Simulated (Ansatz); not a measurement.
Runs of Ansatz 0.2.0 on CsLiCr2Te2S3. The structure is trigonal, space group P3m1 (No. 156). Conventional cell: a = 3.604 Å, b = 3.604 Å, c = 19.067 Å, α = 90.00°, β = 90.00°, γ = 120.00°. Cs (site symmetry 3m) has 3 S at 3.38 Å and 6 Cs at 3.60 Å and 3 Te at 3.77 Å as nearest neighbours. Li (site symmetry 3m) is surrounded by 6 S at 2.63 to 2.66 Å. Cr (site symmetry 3m) has 3 S at 2.40 Å and 3 Te at 2.74 Å as nearest neighbours. Cr (site symmetry 3m) is surrounded by 6 S at 2.43 to 2.45 Å. Te (site symmetry 3m) is surrounded by 6 Te at 3.60 Å and 3 Cs at 3.77 Å. Around Te (site symmetry 3m) lie 3 Cr at 2.74 Å. S (site symmetry 3m) is surrounded by 3 Cr at 2.45 Å and 3 Li at 2.63 Å. S (site symmetry 3m) has 3 Cr at 2.40 Å and 3 Li at 2.66 Å as nearest neighbours. The cell was built by a generator and needn't be a form met in nature.

```csv
task,level,U,cell,k mesh,hubbard projectors,double counting,gap on the mesh (eV),pressure (GPa),moment (μB),largest force (eV/Å)
single point,PBE,-,"atoms moved at random, drawn with an rms of 0.05 Å",9 × 9 × 2,-,-,none,0.3,5.64,0.37
single point,PBE,-,as given,9 × 9 × 2,-,-,none,0.0,5.64,(a)
relaxation of cell and atoms,PBE+D3(BJ),-,relaxed,6 × 6 × 1,-,-,none,0.0,5.82,-
projected density of states,PBE+U,Cr d U = 8 eV,as given,9 × 9 × 2,ortho-atomic (the default),fll (the default),none,5.4,6.15,1.41
projected density of states,PBE+U,Cr d U = 6 eV,as given,9 × 9 × 2,ortho-atomic (the default),fll (the default),none,4.0,6.12,1.10
projected density of states,PBE+U,Cr d U = 4 eV,as given,9 × 9 × 2,ortho-atomic (the default),fll (the default),none,2.6,(b),0.77
projected density of states,PBE+U,Cr d U = 2 eV,as given,9 × 9 × 2,ortho-atomic (the default),fll (the default),none,1.3,5.93,0.40
```

Alike in all rows: potentials or basis Ansatz PAW; spin collinear, ferromagnetic start; cutoff (eV) 420; smearing fermi-dirac 0.05 eV.

Question: Fill in the values left out.

Answer: (a) 0.03; (b) 6.09.

Caveats: only a ferromagnetic start was run, and an antiferromagnetic order may lie lower in energy; the magnetic or orbital state may not be the lowest (some runs); forces of over 1 eV/Å show positions far from the minimum, so gaps and moduli don't describe the material at rest (some runs); the plane-wave basis is chosen anew once the cell has moved, so the energies of steps on either side of that aren't comparable (some runs); pairwise dispersion overbinds metals, which lowers pressure and volume (some runs).

A k mesh can miss the band edges, and the runs leave out spin-orbit coupling on Cs, Te.

A gap of «none» marks a metal or a gap under the smearing width.
